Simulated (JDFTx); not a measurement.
Input of a JDFTx 1.7.0 (patched build) run:

File ZrTiN2.in:

```
lattice \
    5.9691591681     0.0000000000     0.0000000000 \
    0.0000000000     5.9691591681     0.0000000000 \
    0.0000000000     0.0000000000     8.4275416781
coords-type Lattice
ion Zr     0.0000000000     0.0000000000     0.0000000000 1
ion Ti     0.5000000000     0.5000000000     0.5000000000 1
ion N      0.5000000000     0.5000000000     0.0000000000 1
ion N      0.0000000000     0.0000000000     0.5000000000 1

ion-species pseudo/Zr.upf
ion-species pseudo/Ti.upf
ion-species pseudo/N.upf
elec-cutoff 42 336
elec-ex-corr gga-PBEsol
kpoint-folding 8 8 6
elec-smearing Fermi 0.0018374661
elec-n-bands 24
electronic-SCF nIterations 100 energyDiffThreshold 1e-09
electronic-minimize nIterations 30 energyDiffThreshold 1e-7
converge-empty-states yes
forces-output-coords Cartesian

dump-name run.$VAR
dump End Ecomponents EigStats BandEigs Kpoints Forces Stress
```

Potentials or basis: PseudoDojo-SR-PBEsol-0.4.1-standard with smoothed tails.

The run is started by

```sh
$ jdftx -c 1 -i ZrTiN2.in -o ZrTiN2.out
```

(1) Estimate the pressure.

(2) Estimate the band gap on the k mesh.

(3) What does it give for the Loewdin charges?

Results:

(1) -9.8 GPa.

(2) none (metal or under the smearing width).

(3) Zr +0.76; Ti +0.90; N -0.74, -0.80 e.
